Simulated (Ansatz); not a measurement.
# C2H8N2Si: the cost of one run

Program: Ansatz 0.2.0. Level of theory: RKS PBE-D4/def2-SVP. These are calculated values, not measurements.

**1. Starting point**

Bond lengths: N1–C2 1.312 Å, C2–C3 1.314 Å, C3–N4 1.460 Å, C3–Si5 1.935 Å, N1–H6 1.070 Å, N1–H7 1.038 Å, C2–H8 1.060 Å, N4–H9 1.043 Å, N4–H10 0.945 Å, Si5–H11 1.452 Å, Si5–H12 1.494 Å, Si5–H13 1.444 Å. Angles (14 of 18 angles, heavy atoms first): N1–C2–C3 126.3°, C2–C3–N4 126.8°, C2–C3–Si5 119.7°, N4–C3–Si5 113.5°, N1–C2–H8 113.6°, C3–C2–H8 120.1°, C2–N1–H6 116.1°, C2–N1–H7 117.9°, C3–N4–H9 110.2°, C3–N4–H10 117.8°, C3–Si5–H11 108.9°, C3–Si5–H12 109.5°, C3–Si5–H13 107.5°, H6–N1–H7 108.4°.

Structure file:

```xyz
13

N    -1.8122    1.2399   -0.1098
C    -1.0789    0.1674   -0.2904
C     0.1315   -0.0349    0.1804
N     0.9417    0.9077    0.9461
Si    1.0299   -1.7110   -0.1750
H    -2.4511    1.5155   -0.9222
H    -1.3424    2.0956    0.2435
H    -1.5490   -0.5736   -0.8855
H     0.5196    1.8603    0.9062
H     1.8810    0.8471    0.8659
H     0.6757   -2.1604   -1.5091
H     0.6244   -2.7197    0.8491
H     2.4503   -1.4687   -0.0845
```

**2. Relaxing end A**

Contents of input.yaml:

```yaml
crystal:
  periodic: [false, false, false]
  atoms:
    - { symbol: "N", position_ang: [-1.8122, 1.2399, -0.1098] }
    - { symbol: C, position_ang: [-1.0789, 0.1674, -0.2904] }
    - { symbol: C, position_ang: [0.1315, -0.0349, 0.1804] }
    - { symbol: "N", position_ang: [0.9417, 0.9077, 0.9461] }
    - { symbol: Si, position_ang: [1.0299, -1.711, -0.175] }
    - { symbol: H, position_ang: [-2.4511, 1.5155, -0.9222] }
    - { symbol: H, position_ang: [-1.3424, 2.0956, 0.2435] }
    - { symbol: H, position_ang: [-1.549, -0.5736, -0.8855] }
    - { symbol: H, position_ang: [0.5196, 1.8603, 0.9062] }
    - { symbol: H, position_ang: [1.881, 0.8471, 0.8659] }
    - { symbol: H, position_ang: [0.6757, -2.1604, -1.5091] }
    - { symbol: H, position_ang: [0.6244, -2.7197, 0.8491] }
    - { symbol: H, position_ang: [2.4503, -1.4687, -0.0845] }
basis:
  gaussian: { orbitals: def2-SVP }
hamiltonian:
  xc: pbe
  dispersion: d4
relax:
  f_tol: 0.015
  max_steps: 40
output:
  orbitals: {}
```

The run is started by

```sh
$ ansatz run input.yaml --threads 2 --pin off --max-ram 3072MiB --backend cpu --events-out ev --progress --plain --runs-dir out
```

**Question.** How long does this run take on 2 threads of AMD EPYC 9R45 (Zen 5), shared host, and how much memory does it need?

About 10 s, with a peak of 0.17 GiB.
